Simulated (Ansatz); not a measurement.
# BeCu2Si2 (element-swapped structure): how the settings move a single-point run

Aim: see which settings change the result for BeCu2Si2 (element-swapped structure), by how much, and at what cost.

Computed with Ansatz 0.2.0 (reference: DFT r2SCAN, plane waves, PAW, scalar-relativistic, no spin polarisation, unless a step's input says otherwise).

## 1. The structure to begin with

The structure is tetragonal, space group I4/mmm (No. 139). The conventional cell has a = 3.545 Å, b = 3.545 Å, c = 9.032 Å, α = 90.00°, β = 90.00°, γ = 90.00°. Cu (site symmetry -4m2) is surrounded by 4 Si at 2.07 Å. Si (site symmetry 4mm) has 4 Cu at 2.07 Å and 1 Si at 2.38 Å and 4 Be at 2.78 Å as nearest neighbours. Be (site symmetry 4/mmm) has 8 Si at 2.78 Å and 8 Cu at 2.87 Å as nearest neighbours.

Coordinates:

```cif
data_structure
_symmetry_space_group_name_H-M 'I4/mmm'
_symmetry_Int_Tables_number 139
_cell_length_a 3.5447
_cell_length_b 3.5447
_cell_length_c 9.0318
_cell_angle_alpha 90.000
_cell_angle_beta 90.000
_cell_angle_gamma 90.000
_cell_volume 113.49
loop_
_atom_site_label
_atom_site_type_symbol
_atom_site_symmetry_multiplicity
_atom_site_Wyckoff_symbol
_atom_site_fract_x
_atom_site_fract_y
_atom_site_fract_z
_atom_site_occupancy
Cu1 Cu 4 d 0.50000 0.00000 0.75000 1
Si1 Si 4 e 0.50000 0.50000 0.86800 1
Be1 Be 2 a 0.00000 0.00000 0.00000 1
```

## 2. Baseline

input.yaml

```yaml
crystal:
  lattice:
    - [0.0, 3.544748, 0.0]
    - [3.544748, 0.0, 0.0]
    - [1.772374, 1.772374, -4.515894]
  atoms:
    - { symbol: Cu, position: [0.75, 0.25, 0.5] }
    - { symbol: Cu, position: [0.25, 0.75, 0.5] }
    - { symbol: Si, position: [0.368, 0.368, 0.264] }
    - { symbol: Si, position: [0.632, 0.632, 0.736] }
    - { symbol: Be, position: [0.0, 0.0, 0.0] }
  symmetry: { tolerance: 0.0003 }
kpoints:
  mp_grid: { grid: [6, 6, 6], shift: [0, 0, 0] }
magnetization:
  spin_polarized: false
scf:
  occupations: { method: fermi_dirac }
hamiltonian:
  pseudopotentials: { kind: paw }
  xc: r2scan
basis:
  ecutwfc: 500
output:
  forces: true
  stress: true
  eigenvalues: true
  write_density: true
  write_potential: true
  elf: true
  volumetric_format: npy
```

Launch:

```sh
$ ansatz run input.yaml --threads 1 --pin off --max-ram 2560MiB --backend cpu --events-out ev --progress --plain --runs-dir out
```

## 3. Changed: xc_grid 3

input.yaml, as its differences from that of step 2:

```diff
@@ -23,2 +23,3 @@
   ecutwfc: 500
+  xc_grid: 3
 output:
@@ -27,5 +28 @@
   eigenvalues: true
-  write_density: true
-  write_potential: true
-  elf: true
-  volumetric_format: npy
```

## 4. Changing settings: occupations.method cold, occupations.width 0.2, scf.algorithm direct_min, n_extra_bands 16

input.yaml, as its differences from that of step 2:

```diff
@@ -17,3 +17,5 @@
 scf:
-  occupations: { method: fermi_dirac }
+  occupations: { method: cold, width: 0.2 }
+  algorithm: direct_min
+  n_extra_bands: 16
 hamiltonian:
```

## 5. Changed: mixing.algorithm anderson, mixing.beta 0.9, mixing.ndim 2

input.yaml, as its differences from that of step 2:

```diff
@@ -18,2 +18,3 @@
   occupations: { method: fermi_dirac }
+  mixing: { algorithm: anderson, beta: 0.9, ndim: 2 }
 hamiltonian:
```

## 6. Changed: mp_grid.shift [0.5, 0.5, 0.5], lower_state_search off, accuracy medium

input.yaml, as its differences from that of step 2:

```diff
@@ -13,3 +13,3 @@
 kpoints:
-  mp_grid: { grid: [6, 6, 6], shift: [0, 0, 0] }
+  mp_grid: { grid: [6, 6, 6], shift: [0.5, 0.5, 0.5] }
 magnetization:
@@ -18,2 +18,3 @@
   occupations: { method: fermi_dirac }
+  lower_state_search: "off"
 hamiltonian:
@@ -27,5 +28,2 @@
   eigenvalues: true
-  write_density: true
-  write_potential: true
-  elf: true
-  volumetric_format: npy
+accuracy: medium
```

Before running it: what results should come out? Wanted: for each run, ending; energy change; pressure; gap; force.

The runs gave:

```
                                                                                          run     ending        energy change  pressure (GPa)  gap (eV)  force (eV/Å)  cycles  time
                                                                                    reference  converged                    0            50.3      0.00          7.23       9  14 s
                                                                                 1: xc_grid 3  converged         0.0 meV/atom            50.3      0.00          7.23       9  10 s
2: occupations.method cold, occupations.width 0.2, scf.algorithm direct_min, n_extra_bands 16  converged  -0.6 meV/atom (σ→0)            50.2      0.00          7.22      10  55 s
                                 3: mixing.algorithm anderson, mixing.beta 0.9, mixing.ndim 2  converged         0.0 meV/atom            50.3      0.00          7.23      12  16 s
                    4: mp_grid.shift [0.5, 0.5, 0.5], lower_state_search off, accuracy medium  converged        +1.1 meV/atom            50.1      0.00          7.23       9  16 s
```

Times don't compare one to one where runs were asked for different outputs or read a saved state (see the inputs); cycles may leave out searches for a lower state.

Residual by cycle in the longest SCF loop of each run; runs are numbered as in the table. The quantity is the density residual dr2, in eV.

```
cycle  reference    run 1    run 2   run 3    run 4
    1      0.468    0.468     0.46   0.468    0.507
    2     0.0735   0.0735  0.00457   0.714   0.0873
    3      0.064    0.064   1.1e-4   0.265   0.0788
    4    0.00701  0.00701   5.4e-7  0.0151   0.0101
    5    0.00109  0.00109   4.7e-8  4.8e-4  0.00153
    6     3.4e-5   3.4e-5   9.6e-6  8.0e-5   3.5e-5
    7     9.8e-7   9.8e-7   4.7e-6  6.0e-5   1.7e-6
    8     1.2e-7   1.2e-7   3.9e-6  1.2e-4   1.9e-7
    9     9.9e-9   9.9e-9   1.9e-7  1.2e-5   1.5e-8
   10          -        -   8.5e-9  2.8e-6        -
   11          -        -        -  3.4e-6        -
   12          -        -        -  3.7e-8        -
```

What this shows: The structure is not at rest: the sound run finds 50 GPa, so these are no properties of the relaxed crystal. 

Caveats on the reference run: its mesh is coarse for a cell with so small a gap or none; the structure is made up and not relaxed.
